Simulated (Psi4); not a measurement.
# A workflow on GeCNCl3 (SMILES N#[C][Ge]([Cl])([Cl])[Cl])

Wanted: a structure relaxation (PBE-D4/def2-SVP), then a geometry optimisation (PBE0-D4/def2-TZVP) of GeCNCl3. 

The results are computed with Psi4 1.11.

## Step 1: The molecule

GeCNCl3: 6 atoms, total charge 0, spin state singlet. SMILES: `N#[C][Ge]([Cl])([Cl])[Cl]`. Geometry: a GFN2-xTB, rattled relaxation, a rough one for these elements and not checked as a minimum. The run starts from this shape.

Bond lengths: N1–C2 1.144 Å, C2–Ge3 1.994 Å, Ge3–Cl4 2.130 Å, Ge3–Cl5 2.113 Å, Ge3–Cl6 2.147 Å. Angles: N1–C2–Ge3 175.8°, C2–Ge3–Cl4 105.1°, C2–Ge3–Cl5 107.6°, C2–Ge3–Cl6 108.1°, Cl4–Ge3–Cl5 110.8°, Cl4–Ge3–Cl6 110.1°, Cl5–Ge3–Cl6 114.6°.

## Step 2: A geometry optimisation at PBE-D4/def2-SVP (density fitting) (run 1)

File job.in:

```
memory 3300 mb

molecule {
  0 1
  N      1.719030    -1.544557     1.178780
  C      0.954866    -0.896990     0.625217
  Ge    -0.334025     0.343474    -0.255552
  Cl    -1.860304    -0.914150    -1.046226
  Cl     0.697178     1.340206    -1.806887
  Cl    -1.148991     1.637390     1.251182
  units angstrom
  symmetry c1
}

set basis def2-SVP
set scf_type df
set geom_maxiter 60
set max_force_g_convergence 0.0005

e, wfn = optimize('pbe-d4', return_wfn=True)
```

On the command line:

```bash
$ psi4 -i job.in -o job.out -n 2
```

job.out:

```text
[...]
  Running in c1 symmetry.
[...]
  Nuclear repulsion =  736.819743880016517
[...]
  Multiplicity = 1
[...]
  Nalpha       = 48
  Nbeta        = 48
[...]
    Number of basis functions: 114
[...]
   @DF-RKS iter   1: -3547.25031248313053   -1.69459e+00   2.22171e-02 DIIS/ADIIS
[...]
   @DF-RKS iter   8: -3548.82813567960557   -2.27374e-12   4.51802e-09 DIIS
[...]
    Orbital Energies [Eh]
    ---------------------
    Doubly Occupied:
       1A   -397.135293     2A   -100.676341     3A   -100.676142
       4A   -100.676084     5A    -49.264283     6A    -43.891413
       7A    -43.891410     8A    -43.891005     9A    -14.034690
      10A     -9.959909    11A     -9.211707    12A     -9.211499
      13A     -9.211450    14A     -7.041428    15A     -7.041225
      16A     -7.041205    17A     -7.032192    18A     -7.032096
      19A     -7.031980    20A     -7.031939    21A     -7.031882
      22A     -7.031844    23A     -6.089272    24A     -4.307300
      25A     -4.307291    26A     -4.305304    27A     -1.213312
      28A     -1.213285    29A     -1.211589    30A     -1.209836
      31A     -1.209826    32A     -0.839977    33A     -0.805806
      34A     -0.772016    35A     -0.771872    36A     -0.571374
[...]
  @DF-RKS Final Energy: -3548.82813567960557
   => Energetics <=
    Nuclear Repulsion Energy =            736.9347084786853657
    One-Electron Energy =               -6392.1485200051847642
    Two-Electron Energy =                2281.4717062422573690
    DFT Exchange-Correlation Energy =    -175.0765048421305039
    Empirical Dispersion Energy =          -0.0095255532329615
    VV10 Nonlocal Energy =                  0.0000000000000000
    Total Energy =                      -3548.8281356796055661
[...]
 Multipole Moments:
 ------------------------------------------------------------------------------------
     Multipole            Electronic (a.u.)      Nuclear  (a.u.)        Total (a.u.)
 ------------------------------------------------------------------------------------
 L = 1.  Multiply by 2.5417464519 to convert [e a0] to [Debye]
 Dipole X            :         -1.5355055            1.0385029           -0.4970026
 Dipole Y            :          1.3649657           -0.9233261            0.4416396
 Dipole Z            :         -1.0613419            0.7180406           -0.3433013
 Magnitude           :                                                    0.7482733
[...]
  -Total Gradient:
     Atom            X                  Y                   Z
    ------   -----------------  -----------------  -----------------
       1       -0.000111870834     0.000191173820    -0.000028922327
       2        0.000055602385    -0.000034555433     0.000035306548
       3       -0.000092866913    -0.000255910796     0.000000571663
       4        0.000116719549     0.000322790323     0.000150384902
       5        0.000103128212     0.000003378452     0.000051996622
       6       -0.000088056417     0.000090207629     0.000069605676
[...]
    Final optimized geometry and variables:
    Molecular point group: c1
    Full point group: C1
    Geometry (in Angstrom), charge = 0, multiplicity = 1:
    N            2.061825747683    -1.856542388257     1.420190740873
    C            1.284660820796    -1.161973017635     0.882353924591
    GE           0.015445433179    -0.015711448158     0.010167017596
    CL          -1.545987644284    -1.224727187756    -0.818416627643
    CL           1.026398238358     1.061142064059    -1.541640839942
    CL          -0.779554532348     1.338985008637     1.467067316064
    Psi4 run time: 0:04:21.75
[...]
```

The script printed:

```text
Optimizer: Optimization complete!
```

Run time: 4.4 min. Hardware: 2 threads of Intel Xeon at 2.50GHz (Skylake/Cascade Lake), shared host; peak memory 0.71 GiB.

Step by step:

```
step  energy from the first frame kept (eV)  largest force (eV/Å)
   0                                 0.0000                4.6519
   1                                -0.1122                0.3769
   2                                -0.1182                0.1397
   3                                -0.1193                0.0469
   4                                -0.1195                0.0341
   5                                -0.1197                0.0352
   6                                -0.1198                0.0193
```

After the run. Bond lengths: N1–C2 1.173 Å, C2–Ge3 1.920 Å, Ge3–Cl4 2.142 Å, Ge3–Cl5 2.142 Å, Ge3–Cl6 2.142 Å. Angles: N1–C2–Ge3 179.6°, C2–Ge3–Cl4 108.7°, C2–Ge3–Cl5 108.5°, C2–Ge3–Cl6 108.3°, Cl4–Ge3–Cl5 110.3°, Cl4–Ge3–Cl6 110.5°, Cl5–Ge3–Cl6 110.5°.

## Step 3: A structure relaxation at PBE0-D4/def2-TZVP (density fitting) (run 2)

File job.in:

```
memory 3.3 GB

molecule molecule1 {
  0 1
  N      1.720014    -1.538456     1.171697
  C      0.942849    -0.843887     0.633860
  Ge    -0.326366     0.302375    -0.238327
  Cl    -1.887799    -0.906641    -1.066911
  Cl     0.684587     1.379229    -1.790135
  Cl    -1.121366     1.657072     1.218573
  units angstrom
  symmetry c1
}

set {
  scf_type                df
  geom_maxiter            50
  max_force_g_convergence 0.0002
}

result, w = optimize("pbe0-d4/def2-TZVP", return_wfn=True)
```

On the command line:

```bash
$ psi4 -n 2 job.in job.out
```

job.out:

```text
Psi4 1.11 release

gradient() will perform analytic gradient computation.

   => Loading Basis Set <=

    Name: DEF2-TZVP
    Role: ORBITAL
    Keyword: BASIS

   => PBE0-D4(BJ,EEQ)ATM: Empirical Dispersion <=

        a1 =       0.400856
        a2 =       5.029288
       alp =      16.000000
        s6 =       1.000000
        s8 =       1.200655
        s9 =       1.000000
        ga =       3.000000
        gc =       2.000000
        wf =       6.000000

         ---------------------------------------------------------
                                   SCF
                              RKS Reference
                        2 Threads,   3147 MiB Core
         ---------------------------------------------------------

  ==> Geometry <==

    Molecular point group: c1
    Full point group: C1

    Geometry (in Angstrom), charge = 0, multiplicity = 1:

       Center              X                  Y                   Z               Mass
    ------------   -----------------  -----------------  -----------------  -----------------
         N            2.061825436789    -1.856542550396     1.420191129071    14.003074004430
         C            1.284660436789    -1.161973550396     0.882354129071    12.000000000000
         GE           0.015445436789    -0.015711550396     0.010167129071    73.921177761000
[... 140 lines left out ...]
                           Total Energy        Delta E     RMS |[F,P]|
[... 5 lines left out ...]
   @DF-RKS iter   4: -3549.82902676976937   -9.45259e-03   5.56199e-04 DIIS/ADIIS
[... 4 lines left out ...]
   @DF-RKS iter   9: -3549.83582433708079   -1.04528e-07   5.81705e-07 DIIS
[... 4 lines left out ...]
  Energy and wave function converged.
[... 37 lines left out ...]
    Two-Electron Energy =                2239.3345255084964265
[... 18 lines left out ...]
 Dipole X            :         -1.5867515            1.0385026           -0.5482489
[... 176 lines left out ...]
                           Total Energy        Delta E     RMS |[F,P]|
[... 5 lines left out ...]
   @DF-RKS iter   4: -3549.83804765946479   -1.83263e-10   1.02815e-07 DIIS
[... 34 lines left out ...]
  @DF-RKS Final Energy: -3549.83804765968716
[... 7 lines left out ...]
    Empirical Dispersion Energy =          -0.0083953724585397
[... 18 lines left out ...]
 Dipole Z            :         -1.0954730            0.7062357           -0.3892374
[... 102 lines left out ...]
	  Convergence Criteria              o    2.00e-04 *             o             o             o
[... 41 lines left out ...]
         CL          -1.521506432998    -1.209113793424    -0.803339128058    34.968852682000
         CL           1.009773562329     1.047694320962    -1.519141801090    34.968852682000
         CL          -0.774348590194     1.323788830238     1.439616500595    34.968852682000

  Running in c1 symmetry.

  Rotational constants: A =      0.04014  B =      0.03904  C =      0.03902 [cm^-1]
  Rotational constants: A =   1203.31685  B =   1170.28114  C =   1169.73538 [MHz]
  Nuclear repulsion =  747.104179282436917

  Charge       = 0
  Multiplicity = 1
  Electrons    = 96
  Nalpha       = 48
  Nbeta        = 48

   => Molecular Quadrature <=

    Radial Scheme          =       TREUTLER
    Pruning Scheme         =           NONE
    Nuclear Scheme         =       TREUTLER

    Blocking Scheme        =         OCTREE
    BS radius alpha        =              1
    Pruning alpha          =              1
    Radial Points          =             75
    Spherical Points       =            302
    Total Points           =         126346
    Total Blocks           =           1041
    Max Points             =            256
    Max Functions          =            195
    Weights Tolerance      =       1.00E-15

  ==> Integral Setup <==

  DFHelper Memory: AOs need 0.287 GiB; user supplied 1.789 GiB.
  SCF_SUBTYPE=INCORE selected. In-core MEM_DF algorithm will be used.
  Using in-core AOs.

[set-up sections that repeat, and orbital energies of the middle runs, are left out above]
```

Run time: 22 min. Hardware: 2 threads of Intel Xeon at 2.50GHz (Skylake/Cascade Lake), shared host.

Time ran out before the run finished.

## Step 4: Results

| quantity | value |
| --- | --- |
| run 1, PBE-D4/def2-SVP: total energy at the end | -3548.82814 Eh |
| run 1, PBE-D4/def2-SVP: dipole moment | 1.90 D |
| run 1, PBE-D4/def2-SVP: HOMO energy | -8.28 eV |
| run 1, PBE-D4/def2-SVP: LUMO energy | -3.15 eV |
| run 1, PBE-D4/def2-SVP: HOMO–LUMO gap | 5.13 eV |
| run 1, PBE-D4/def2-SVP: dispersion energy | -25.01 kJ/mol |
| run 2, PBE0-D4/def2-TZVP | no result (timeout) |

**Reading.** The optimisation (run 1, PBE-D4/def2-SVP) took 7 steps and changed the energy by -0.120 eV. 1 of the 2 runs gave no usable result.
